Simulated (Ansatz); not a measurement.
# BFGeH₃N: small, medium and large basis sets

The task here is to estimate one member of a computed series from the others.

Program: Ansatz 0.2.0, Gaussian basis. Level of theory: one geometry, several basis sets. These are calculated values, not measurements.

Plan: PBE0-D4/def2-SVP; ωB97M-V/def2-SVP; PBE0-D4/def2-QZVPP; ωB97M-V/def2-QZVPP; the functionals' def2-TZVPP values are taken from earlier runs.

**Structure used throughout**

The geometry comes from an earlier relaxation with PBE0-D4 in a triple-zeta def2 set; it is a stationary point, not always the lowest conformer.

SMILES `[F][GeH]1[BH][NH]1`, 7 atoms, charge 0, spin multiplicity 1.

Atoms are counted from 1 here; the program's logs count them from 0.

Bond lengths: F1–Ge2 1.747 Å, Ge2–B3 2.008 Å, Ge2–N4 1.904 Å, Ge2–H5 1.533 Å, B3–N4 1.361 Å, B3–H6 1.187 Å, N4–H7 1.010 Å. Angles: F1–Ge2–B3 119.3°, F1–Ge2–N4 109.1°, F1–Ge2–H5 103.1°, B3–Ge2–N4 40.6°, B3–Ge2–H5 134.2°, N4–Ge2–H5 111.5°, Ge2–B3–N4 65.6°, Ge2–B3–H6 152.4°, N4–B3–H6 142.0°, Ge2–N4–B3 73.8°, Ge2–N4–H7 150.3°, B3–N4–H7 135.8°.

The first run:

The input, in.yaml:

```yaml
crystal:
  periodic: [false, false, false]
  atoms:
    - {symbol: F, position_ang: [-1.609066, -1.555397, -0.567371]}
    - {symbol: Ge, position_ang: [-0.945908, 0.052567, -0.399091]}
    - {symbol: B, position_ang: [0.398439, 0.413001, 1.048193]}
    - {symbol: N, position_ang: [0.930720, -0.075225, -0.105321]}
    - {symbol: H, position_ang: [-1.259406, 0.702273, -1.751977]}
    - {symbol: H, position_ang: [0.695394, 0.745507, 2.147871]}
    - {symbol: H, position_ang: [1.851028, -0.350726, -0.417906]}
basis:
  gaussian: {orbitals: def2-SVP}
hamiltonian: {xc: pbe0, dispersion: d4}
output: {orbitals: {seedname: orbitals}}
```

Started as:

```bash
ansatz run in.yaml --threads 2 --pin off --events-out ev --progress --plain --max-ram 4352MiB
```

Steps of the session up to this table: PBE0-D4 in def2-SVP; ωB97M-V in def2-SVP; PBE0-D4 in def2-QZVPP; ωB97M-V in def2-QZVPP.

One table of the session follows, with a row left open; its other results are not shown here.

It belongs to the step «Functionals by basis». 

```
functional       basis  HOMO (eV)
   PBE0-D4    def2-SVP      -7.29
   PBE0-D4  def2-TZVPP          ?
   PBE0-D4  def2-QZVPP      -7.40
   ωB97M-V    def2-SVP      -9.35
   ωB97M-V  def2-TZVPP      -9.45
   ωB97M-V  def2-QZVPP      -9.48
```

Estimate the missing values for PBE0-D4, def2-TZVPP.

The run gave: HOMO (eV): -7.36. In the column «HOMO (eV)» it lies between PBE0-D4, def2-QZVPP (-7.40) and PBE0-D4, def2-SVP (-7.29).
